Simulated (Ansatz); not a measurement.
# RbAuCl3 and its elements: a formation energy from the elements

Run with Ansatz 0.2.0 through its Python package.

`run_formation.py`
```python
"""Is RbAuCl3 bound against its elements, after relaxing cells and atoms."""

from collections import Counter
import warnings

import ansatz as az
import numpy as np

XC = "LDA"
CUTOFF_EV = 500
K_SPACING = 0.39
SMEARING = "fermi_dirac"
SIGMA = 0.05

PHASES = {
    "RbAuCl3": (
        [(5.163533, 0.0, 0.0), (0.0, 5.163533, 0.0), (0.0, 0.0, 5.163533)],
        [
            ("Rb", (0.5, 0.5, 0.5)),
            ("Au", (0.0, 0.0, 0.0)),
            ("Cl", (0.0, 0.0, 0.5)),
            ("Cl", (0.5, 0.0, 0.0)),
            ("Cl", (0.0, 0.5, 0.0)),
        ],
    ),
    "Rb": (
        [(-2.8025, 2.8025, 2.8025), (2.8025, -2.8025, 2.8025), (2.8025, 2.8025, -2.8025)],
        [
            ("Rb", (0.0, 0.0, 0.0)),
        ],
    ),
    "Au": (
        [(0.0, 2.035, 2.035), (2.035, 0.0, 2.035), (2.035, 2.035, 0.0)],
        [
            ("Au", (0.0, 0.0, 0.0)),
        ],
    ),
    "Cl": (
        [(3.145, -2.25, 0.0), (3.145, 2.25, 0.0), (0.0, 0.0, 8.21)],
        [
            ("Cl", (0.87, 0.13, 0.1)),
            ("Cl", (0.63, 0.37, 0.6)),
            ("Cl", (0.13, 0.87, 0.9)),
            ("Cl", (0.37, 0.63, 0.4)),
        ],
    ),
}


def build(vectors, sites):
    crystal = az.Crystal(lattice=az.Lattice.of(vectors))
    for symbol, position in sites:
        crystal = crystal.atom(symbol, position)
    return crystal


def solve(name, crystal):
    calc = (
        crystal.calculation()
        .functional(XC)
        .mixing("broyden", preconditioner="local_kerker")
        .basis(CUTOFF_EV)
        .kpoints(spacing=K_SPACING)
        .occupations(SMEARING, width=SIGMA)
        .stress()
    )
    calc = calc.relax(force_tolerance=0.02, max_steps=60, cell=True)
    return calc.run(threads=1)


def counts(outcome):
    return Counter(site.symbol for site in outcome.lattice.sites)

def formation_energy(outcome, mu):
    n = counts(outcome)
    return (outcome.report["energy_sigma0_ev"] - sum(k * mu[element] for element, k in n.items())) / sum(n.values())


def volume_per_atom(outcome):
    return abs(np.linalg.det(outcome.lattice.cell_ang)) / len(outcome.lattice.sites)


def main() -> None:
    warnings.simplefilter("ignore", az.DeckWarning)

    phases = {name: build(*cell) for name, cell in PHASES.items()}

    done = {}
    for name, crystal in phases.items():
        done[name] = solve(name, crystal)
        print(f"{name}: {done[name].report['energy_sigma0_ev']:.4f} eV, {len(done[name].lattice.sites)} atoms")

    # chemical potentials of the elements at zero temperature
    references = {"Rb": "Rb", "Au": "Au", "Cl": "Cl"}
    mu = {element: done[name].report["energy_sigma0_ev"] / len(done[name].lattice.sites) for element, name in references.items()}

    target = done["RbAuCl3"]
    heat = formation_energy(target, mu)
    n = counts(target)
    print("cell content:", dict(n), " volume", round(volume_per_atom(target), 3), "A^3/atom")
    print("formation energy", round(heat, 4), "eV/atom,", round(heat * sum(n.values()), 4), "eV per cell")
    print("bound against the elements" if heat < 0 else "unbound against the elements")


if __name__ == "__main__":
    main()
```

Output of `python run_formation.py`:
```text
RbAuCl3: -19172.7505 eV, 5 atoms
Rb: -3170.7606 eV, 1 atoms
Au: -12865.0077 eV, 1 atoms
Cl: -4176.2342 eV, 4 atoms
cell content: {<Element.RB: 'Rb'>: 1, <Element.AU: 'Au'>: 1, <Element.CL: 'Cl'>: 3}  volume 24.659 A^3/atom
formation energy -0.9613 eV/atom, -4.8065 eV per cell
bound against the elements
```

What to keep in mind:
- The settings weren't tested for convergence.
- A cell here holds an odd number of electrons and is run without spin, so a magnetic state may lie lower.
- For the metals among these phases the mesh is modest: differences between phases can be off by up to 40 meV an atom.
- Spin-orbit coupling, which matters for elements this heavy, is left out.
- The cells come from databases of deposited and of computed structures, and not all need be stable phases.
- The compound is the structure given, not necessarily its lowest; energies are at zero temperature, with no correction for gases. A semilocal functional's error on such energies is often 0.05 to 0.1 eV an atom, and 0.1 to 0.3 eV against gases such as O2 or F2.
- Run time: 43 s on 1 thread of Arm Neoverse V2, on a shared host, peak memory 0.45 GiB.
